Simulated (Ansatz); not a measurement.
# ZrH (quartet): PBE0, B3LYP over a scan of the distance Zr1–H2, def2-TZVP

How well do these functionals follow the top wave-function level for ZrH (quartet) over a scan of the distance Zr1–H2?

Method: def2-TZVP, all electrons in the functionals; program: Ansatz 0.2.0, Gaussian basis.

To be run: PBE0, B3LYP, at 1.451 Å; 1.646 Å; 1.859 Å; 2.095 Å; 2.272 Å; 2.544 Å; 2.993 Å; 3.504 Å; 4.041 Å; 5.028 Å; 6.205 Å.

38 further runs of the same task are left out: 21 for a known fault of the program, 9 that didn't finish, 8 set aside as unsound or not needed. Runs told in other sessions of the task aren't counted.

## (1) The system

The geometry derives from a PBE0/def2-TZVP stationary point (not a proven minimum). One bond is set to the value named and the two fragments are kept rigid. No spin-orbit coupling is included. Elements past krypton take def2 core potentials.

2 atoms, charge 0, spin multiplicity 4.

Atoms are counted from 1 here; the program's logs count them from 0.

Bond lengths: Zr1–H2 1.859 Å.

No dispersion term is added. B3LYP takes the VWN-RPA correlation.

The geometry shown and the zero of energy belong to the point 1.859 Å. The yardstick, FCI, and other wave-function levels (R restricted, U unrestricted, valence and pair active spaces) come from earlier runs.

## (2) PBE0, 1.451 Å

File in.yaml:

```yaml
crystal:
  periodic: [false, false, false]
  atoms:
    - {symbol: Zr, position_ang: [0.000000, 0.000000, 0.000000]}
    - {symbol: H, position_ang: [0.000000, 0.000000, 1.451000]}
basis:
  gaussian: {orbitals: def2-TZVP}
magnetization: {spin_polarized: true, initial_magnetization: 3}
hamiltonian: {xc: {name: PBE0}}
output: {forces: true, orbitals: {seedname: orbitals}}
```

The run is started by

```sh
$ ansatz run in.yaml --threads 1 --pin off --events-out ev --progress --plain --max-ram 2393MiB
```

After this run come: PBE0, 1.646 Å; PBE0, 1.859 Å; PBE0, 2.095 Å; PBE0, 2.272 Å; PBE0, 2.544 Å; PBE0, 2.993 Å; PBE0, 3.504 Å; PBE0, 4.041 Å; PBE0, 5.028 Å; PBE0, 6.205 Å; B3LYP, 1.451 Å; B3LYP, 1.646 Å; B3LYP, 1.859 Å; B3LYP, 2.095 Å; B3LYP, 2.272 Å; B3LYP, 2.544 Å; B3LYP, 2.993 Å; B3LYP, 3.504 Å; B3LYP, 4.041 Å; B3LYP, 5.028 Å; B3LYP, 6.205 Å.

Q: Predict the results of all the runs planned. Wanted: span of the FCI curve; largest miss, PBE0; largest miss, B3LYP.

As calculated:

| quantity | value |
| --- | --- |
| span of the FCI curve | 2.228 eV |
| largest miss, PBE0 | +0.402 eV (3.504 Å) |
| largest miss, B3LYP | +0.504 eV (6.205 Å) |

B3LYP strays by up to 0.504 eV, at 6.205 Å. Functionals and the yardstick converge differently with the basis, so part of each miss in def2-TZVP is the basis.
